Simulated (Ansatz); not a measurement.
# NaSr4H12Pd4: the cost of one run

Method: DFT LDA, plane waves, PAW, scalar-relativistic, no spin polarisation, in Ansatz 0.2.0.

## (1) The structure to begin with

The cell holds 21 atoms (H12NaPd4Sr4): a = 6.631 Å, b = 6.631 Å, c = 6.631 Å, α = 109.47°, β = 109.47°, γ = 109.47°.

The coordinates stand in the first input below.

## (2) Preparing the start

input.yaml reads:

```yaml
accuracy: low
crystal:
  lattice:
    - [-3.828193, 3.828193, 3.828193]
    - [3.828193, -3.828193, 3.828193]
    - [3.828193, 3.828193, -3.828193]
  atoms:
    - { symbol: Sr, position: [0.5, 0.5, 0.5] }
    - { symbol: H, position: [0.0, 0.25, 0.25] }
    - { symbol: H, position: [0.25, 0.0, 0.25] }
    - { symbol: H, position: [0.25, 0.25, 0.0] }
    - { symbol: Pd, position: [0.0, 0.0, 0.0] }
    - { symbol: Sr, position: [0.0, 0.0, 0.5] }
    - { symbol: H, position: [0.5, 0.75, 0.25] }
    - { symbol: H, position: [0.75, 0.5, 0.25] }
    - { symbol: H, position: [0.75, 0.75, 0.0] }
    - { symbol: Pd, position: [0.5, 0.5, 0.0] }
    - { symbol: Sr, position: [0.0, 0.5, 0.0] }
    - { symbol: H, position: [0.5, 0.25, 0.75] }
    - { symbol: H, position: [0.75, 0.0, 0.75] }
    - { symbol: H, position: [0.75, 0.25, 0.5] }
    - { symbol: Pd, position: [0.5, 0.0, 0.5] }
    - { symbol: Sr, position: [0.5, 0.0, 0.0] }
    - { symbol: H, position: [0.0, 0.75, 0.75] }
    - { symbol: H, position: [0.25, 0.5, 0.75] }
    - { symbol: H, position: [0.25, 0.75, 0.5] }
    - { symbol: Pd, position: [0.0, 0.5, 0.5] }
    - { symbol: Na, position: [0.2575707, 0.0054689, 0.0074241] }
basis:
  ecutwfc: 420.0
kpoints:
  mp_grid: { grid: [2, 2, 2] }
hamiltonian:
  xc: lda
scf:
  occupations: { method: fermi_dirac, width: 0.15 }
  lower_state_search: "off"
relax:
  f_tol: 0.08
  max_steps: 25
  adjacent_minimum: "off"
```

Command:

```console
$ ansatz run input.yaml --threads 1 --pin off --max-ram 3072MiB --backend cpu --events-out ev --progress --plain --runs-dir out
```

What time and memory should one allow on 1 thread of Arm Neoverse V1, shared host?

About 2 min, with a peak of 0.5 GiB.
